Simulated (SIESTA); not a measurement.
Crystal: MnO2.

```
CELL_PARAMETERS angstrom
0.00000 4.01999 4.01999
4.01999 0.00000 4.01999
4.01999 4.01999 0.00000
ATOMIC_POSITIONS crystal
Mn 0.12500 0.12500 0.12500
Mn 0.12500 0.12500 0.62500
Mn 0.62500 0.12500 0.12500
Mn 0.12500 0.62500 0.12500
O 0.36095 0.36095 0.36095
O 0.36095 0.36095 0.91714
O 0.91714 0.36095 0.36095
O 0.36095 0.91714 0.36095
O 0.88905 0.88905 0.33286
O 0.88905 0.88905 0.88905
O 0.88905 0.33286 0.88905
O 0.33286 0.88905 0.88905
```

The cell is a database's computed one.

```yaml
Program: SIESTA 5.4.2
Task: single point
Functional: PBEsol
Potentials_or_basis: PseudoDojo 0.4 standard (PBEsol files)
Basis: DZP (energy shift 0.003 Ry; two zetas on semicore shells)
Grid_cutoff: 800 Ry
Energy_shift: 0.003 Ry
k_mesh: 6 × 6 × 6
Occupations: fermi-dirac, width 0.05 eV
Spin: collinear spin, ferromagnetic start
Starting_moments: "[4.0, 4.0, 4.0, 4.0, 0.0, 0.0, 0.0, 0.0, 0.0, 0.0, 0.0, 0.0] μB"
```

On this cell: pressure 0.5 GPa; largest force 0.229 eV/Å; net moment 12.00 μB per cell; site moments Mn +2.90; O +0.05 μB; band gap on the k mesh 0.36 eV, indirect (least direct gap 0.50 eV).

The same run follows on a disturbed copy (atoms moved at random, drawn with an rms of 0.05 Å):

```xyz
12
Lattice="0.0000 4.0200 4.0200 4.0200 0.0000 4.0200 4.0200 4.0200 0.0000" Properties=species:S:1:pos:R:3 pbc="T T T"
Mn    1.0046    1.0256    1.0328
Mn    3.0287    3.0170    1.0617
Mn    1.0048    3.0183    3.0178
Mn    3.0135    0.9907    3.0319
O     2.8974    2.8904    2.9787
O     5.1047    5.2085    2.8524
O     2.8774    5.1510    5.1647
O     5.1864    2.8480    5.0901
O     4.8350    4.8744    7.1799
O     7.1184    7.1579    7.1371
O     4.8980    7.1416    4.8495
O     7.1115    4.9089    4.8949
```

Task: What does the disturbed cell give?

Result: The energy moves by +28.2 meV/atom; pressure 4.7 GPa; largest force 1.653 eV/Å; net moment 11.99 μB per cell; site moments Mn +2.87, +2.90, +2.86; O +0.06, +0.08, +0.07, +0.03 μB; band gap on the k mesh 0.30 eV, indirect (least direct gap 0.40 eV).

Forces on the atoms (eV/Å):
```
Mn  -0.277 -0.538 -0.796
Mn   0.028  0.059 -0.911
Mn  -0.610  0.325 -0.193
Mn  -0.534 -0.217  0.235
O    0.186  0.451 -0.568
O   -0.236 -1.266  1.037
O    0.610 -0.447 -0.372
O   -0.667  1.281  0.202
O    1.142  0.906 -0.773
O   -0.027 -0.395  0.160
O    0.352 -0.227  1.217
O    0.032  0.070  0.761
```

Stress tensor (GPa, compression positive):
```
 3.70  0.08 -0.73
 0.08  6.79 -0.81
-0.73 -0.81  3.71
```

Caveats: short orbitals over semicore shells can move pressures by several GPa; the basis of atomic orbitals isn't converged, which shifts pressures, moduli and gaps; only a ferromagnetic start was run, and an antiferromagnetic order may lie lower in energy.

A k mesh can miss the band edges.
